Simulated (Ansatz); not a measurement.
# W (W (110), 5 layers): how the settings move a single-point run

Question: which choices in the input matter for W (W (110), 5 layers)?

Program: Ansatz 0.2.0. Level of theory: reference: DFT, PBEsol, PAW with Ansatz's default frozen-core files, scalar-relativistic. These are calculated values, not measurements.

## Step 1: The starting structure

Symmetry: Cmmm, No. 65, orthorhombic system. Conventional cell: a = 3.154 Å, b = 4.460 Å, c = 24.921 Å, α = 90.00°, β = 90.00°, γ = 90.00°. W (site symmetry mm2) has 6 W at 2.73 Å in its first shell of neighbours. W (site symmetry mm2) is surrounded by 8 W at 2.73 Å. Around W (site symmetry mmm) lie 8 W at 2.73 Å.

Structure file:

```cif
data_structure
_symmetry_space_group_name_H-M 'P 1'
_symmetry_Int_Tables_number 1
_cell_length_a 2.7314
_cell_length_b 2.7314
_cell_length_c 24.9206
_cell_angle_alpha 90.000
_cell_angle_beta 90.000
_cell_angle_gamma 109.471
_cell_volume 175.28
loop_
_atom_site_label
_atom_site_type_symbol
_atom_site_fract_x
_atom_site_fract_y
_atom_site_fract_z
_atom_site_occupancy
W1 W 0.00000 0.00000 0.32102 1
W2 W 0.50000 0.50000 0.41051 1
W3 W 0.00000 0.00000 0.50000 1
W4 W 0.50000 0.50000 0.58949 1
W5 W 0.00000 0.00000 0.67898 1
```

## Step 2: The reference run

The input, input.yaml:

```yaml
crystal:
  lattice:
    - [2.7313605553, 0.0, 0.0]
    - [-0.9104535184, 2.5751514274, 0.0]
    - [0.0, 0.0, 24.9206]
  atoms:
    - { symbol: W, position: [0.0, 0.0, 0.3210198348] }
    - { symbol: W, position: [0.5, 0.5, 0.4105099171] }
    - { symbol: W, position: [0.0, 0.0, 0.5] }
    - { symbol: W, position: [0.5, 0.5, 0.5894900829] }
    - { symbol: W, position: [0.0, 0.0, 0.6789801652] }
kpoints:
  mp_grid: { grid: [14, 14, 1] }
scf:
  occupations: { method: fermi_dirac, width: 0.1 }
hamiltonian:
  xc: pbesol
  pseudopotentials: { kind: paw }
output:
  forces: true
  stress: true
  eigenvalues: true
  populations: true
efield:
  axis: 3
  amplitude: 0
  dipole_correction: true
```

Command:

```console
ansatz run input.yaml --threads 2 --pin off --max-ram 4096MiB --backend cpu --events-out ev --progress --plain --runs-dir out
```

From the output:

```text
[...]
Basis set: ecut = 420 eV, 3465 PW (Γ), exchange–correlation on 40×40×360 points (8 copies of the dense FFT grid, shifted against one another)
[...]
k-points: 57 of 196
[...]
SCF iter   1: F=—  HF=-51279.719926 eV  |F-HF|=—  |Δ(HF+E_count)|=         —  Δρ=7.14e-3  dr2=1.19e0  ethr=1.77e-3  p=-0.000 e·Å  D=-1.33e-14 V/Å  ΔV_dip=0.00 eV  dr2_dipole=6.48e-8  V_vac-E_F(+/−)=5.14/5.14 eV  ⟨swp⟩=7.7  Hψ=24638  notcnv=0  defer=34
[...]
preconditioner: auto → LDOS  [metal: Δε(μ)=0.015 eV  Ē_g=6.038 eV  σ=0.100 eV  W_gap=0.04  n_scr=18 (ndim 8)  ℏωp=15.4 eV  f_vac=0.484  D(μ)=3.74/eV (n_scr^D=14)  β→1.0]
SCF iter   2: F=—  HF=-51279.682564 eV  |F-HF|=—  |Δ(HF+E_count)|=   3.74e-2  Δρ=2.05e-3  dr2=2.42e-2  ethr=1.70e-3  p=0.000 e·Å  D=2.24e-6 V/Å  ΔV_dip=-0.00 eV  dr2_dipole=2.99e-7  V_vac-E_F(+/−)=4.98/4.98 eV  ⟨swp⟩=1.3  Hψ=3279  notcnv=0  defer=50
[...]
SCF iter   6: F=—  HF=-51279.679685 eV  |F-HF|=—  |Δ(HF+E_count)|=   1.28e-7  Δρ=1.19e-5  dr2=9.41e-7  ethr=1.48e-8  p=-0.000 e·Å  D=-8.47e-8 V/Å  ΔV_dip=0.00 eV  dr2_dipole=7.74e-15  V_vac-E_F(+/−)=4.98/4.98 eV  ⟨swp⟩=2.0  Hψ=3640  notcnv=0  defer=64
SCF iter   7: F=-51279.679685 eV  HF=-51279.679685 eV  |F-HF|=7.28e-11  |Δ(HF+E_count)|=   1.19e-7  Δρ=3.15e-6  dr2=8.14e-8  ethr=1.43e-10  p=-0.000 e·Å  D=-8.87e-8 V/Å  ΔV_dip=0.00 eV  dr2_dipole=1.80e-13  V_vac-E_F(+/−)=4.98/4.98 eV  ⟨swp⟩=14.1  Hψ=14440  no
[...]
SCF converged after 7 iterations
Free energy (F): -51279.679685 eV
[...]
E sigma→0 (E₀):  -51279.620723 eV
[...]
Fermi energy:    7.507812 eV
Dipole field:    D = -0.000001 V/Å  (p = -0.000001 e·Å, saw-weighted, corrected)
[...]
  P = ⅓ Tr σ = -4.2405 GPa (-42.405 kbar)
[...]
```

Wall time 26 s (2 threads of Arm Neoverse V2, shared host); peak memory 0.6 GiB.

## Step 3: Changed: starting moments, lower_state_search off, spin_polarized true, xc_grid 3

The input, input.yaml:

```yaml
crystal:
  lattice:
    - [2.7313605553, 0.0, 0.0]
    - [-0.9104535184, 2.5751514274, 0.0]
    - [0.0, 0.0, 24.9206]
  atoms:
    - { symbol: W, position: [0.0, 0.0, 0.3210198348], spin: -0.5 }
    - { symbol: W, position: [0.5, 0.5, 0.4105099171], spin: -2.0 }
    - { symbol: W, position: [0.0, 0.0, 0.5], spin: 4.0 }
    - { symbol: W, position: [0.5, 0.5, 0.5894900829], spin: 0.5 }
    - { symbol: W, position: [0.0, 0.0, 0.6789801652], spin: 4.0 }
kpoints:
  mp_grid: { grid: [14, 14, 1] }
scf:
  occupations: { method: fermi_dirac, width: 0.1 }
  lower_state_search: "off"
hamiltonian:
  xc: pbesol
  pseudopotentials: { kind: paw }
output:
  forces: true
  stress: true
  eigenvalues: true
  populations: true
efield:
  axis: 3
  amplitude: 0
  dipole_correction: true
magnetization:
  spin_polarized: true
basis:
  xc_grid: 3
```

Command:

```console
ansatz run input.yaml --threads 2 --pin off --max-ram 4096MiB --backend cpu --events-out ev --progress --plain --runs-dir out
```

The program printed, cut to the lines that bear on the results:

```text
[...]
Pseudopotentials: kind: paw
Pseudopotential: W, paw, valence charge 14, recommended cutoff 420 eV (normal)
Functional definition: PBEsol
[...]
Crystal: 5 atoms, lattice volume = 175.283 Å³
Basis set: ecut = 420 eV, 3465 PW (Γ), exchange–correlation on 60×60×540 points (27 copies of the dense FFT grid, shifted against one another)
Bands: 49, of which v1, the nominal top of the filled ones, is band 35 counted from 1 (34 counted from 0)
Symmetry: 4 space group operations
k-points: 57 of 196
[...]
Starting moments: Σ|m| = 11 μB on 5 of 5 sites
[...]
SCF iter   1: F=—  HF=-51277.901519 eV  |F-HF|=—  |Δ(HF+E_count)|=         —  Δρ=8.79e-2 (↑8.79e-2 ↓7.98e-2)  dr2=2.08e1  dr2_m=1.05e1  M=1.270 μB ∫|m|=2.325 μB  β_m=0.30  ethr=3.10e-3  p=-0.000 e·Å  D=-6.31e-14 V/Å  ΔV_dip=0.00 eV  dr2_dipole=1.01e-2  V_vac-E_F(+/−)=7.28/7.28 eV  [...]
spin=Collinear: LDOS preconditioning applied to the charge; magnetization (m = ρ↑ − ρ↓) channel mixes plain (no charge-response kernel on spin).
[...]
spin-set hold released at iteration 7 (site moments contracting): the magnetisation degrees of freedom join the quasi-Newton model from the next iteration; the mixer history was flushed
[...]
density mixer auto → msr1: a metal under ldos (density of states about μ 1.48 of a free-electron gas's, 18 screened modes)
[...]
WARN: the starting moments were not kept: the SCF closed with an absolute magnetisation of 2.4e-5 μB, where they sum to 11 μB in size (5 sites). That is at most 0.1 of that sum. Measured as dr2_m measures the in/out step, that magnetisation stands 3.3e-11 eV from none, at or under the [...]
SCF converged after 17 iterations
Magnetization: 0.0000 μB (35.0000 up, 35.0000 down)
Absolute magnetization: 0.0000 μB (∫|ρ↑−ρ↓|, with the PAW one-centre terms)
Spin contamination: 0.0000 ħ² per cell (⟨S²⟩ above its minimum at these occupations)
Per-site moments (μB) at R_I (Å): [(1.6945549282838105e-6, 1.1266862257946346), (1.4921383923831272e-6, 1.1266862257946346), (-1.571182133279834e-6, 1.1266862290672335), (1.8553261366692102e-6, 1.1266862257946346), (4.1867155467936965e-6, 1.1266862257946346)]
Free energy (F): -51279.679686 eV
[...]
E sigma→0 (E₀):  -51279.620725 eV
Entropy (-TS):   -0.117923 eV (-23.585 meV/atom)
Fermi energy:    7.508020 eV
Dipole field:    D = -0.000001 V/Å  (p = -0.000001 e·Å, saw-weighted, corrected)
Work function:   Φ+ = 4.9819 eV   Φ− = 4.9819 eV
Levels:          The Fermi level and band energies are counted from a zero that moves with the ramp; work functions are not
[...]
--- Forces (eV/Å), atoms counted from 1 ---
  atom   1  W      0.00000000     0.00000000     0.66255467
  atom   2  W      0.00000000     0.00000000    -0.66063740
  atom   3  W      0.00000000     0.00000000    -0.00000720
  atom   4  W     -0.00000000     0.00000000     0.66064684
  atom   5  W      0.00000000     0.00000000    -0.66255817
[...]
--- Stress (GPa, compression-positive) ---
       -4.843057      -0.460241       0.000000
       -0.460241      -5.168497       0.000000
        0.000000      -0.000000      -2.709429
  P = ⅓ Tr σ = -4.2403 GPa (-42.403 kbar)
--- Band table (eV; the first three rows and the last of 114) ---
[...]
--- Löwdin populations: 5 sites ---
  site symbol       q [e]    m [muB]
     0      W     13.9033     0.0000
     1      W     13.8283     0.0000
     2      W     13.8755    -0.0000
     3      W     13.8283     0.0000
     4      W     13.9033     0.0000
  spilling = 0.009445 (of n_electrons = 70.000000)
```

Wall time 89 s (2 threads of Arm Neoverse V2, shared host); peak memory 0.9 GiB.

With the changed spin polarisation, search for lower states and numerical grids the energy stays within 0.5 meV/atom: no moment survives, so both runs end on the same non-magnetic state.

## Step 4: Side by side

```
                                                                        run     ending  energy change  gap (eV)  force (eV/Å)  cycles  time
                                                                  reference  converged              0      0.00          0.66       7  26 s
1: starting moments, lower_state_search off, spin_polarized true, xc_grid 3  converged   0.0 meV/atom      0.00          0.66      17  89 s
```

Residual by cycle in the longest SCF loop of each run; runs are numbered as in the table. The quantity is the density residual dr2, in eV.

```
cycle  reference    run 1
    1       1.19     20.8
    2     0.0242     7.35
    4     3.0e-5   0.0257
    5     1.0e-5   0.0217
    7     8.1e-8  0.00953
    8          -  0.00169
   10          -   1.2e-4
   11          -   5.4e-5
   13          -   2.0e-6
   14          -   7.0e-8
   16          -   4.5e-9
   17          -  9.5e-11
```

What this shows: With the changed spin polarisation, search for lower states and numerical grids the energy stays within 0.5 meV/atom: no moment survives, so both runs end on the same non-magnetic state.
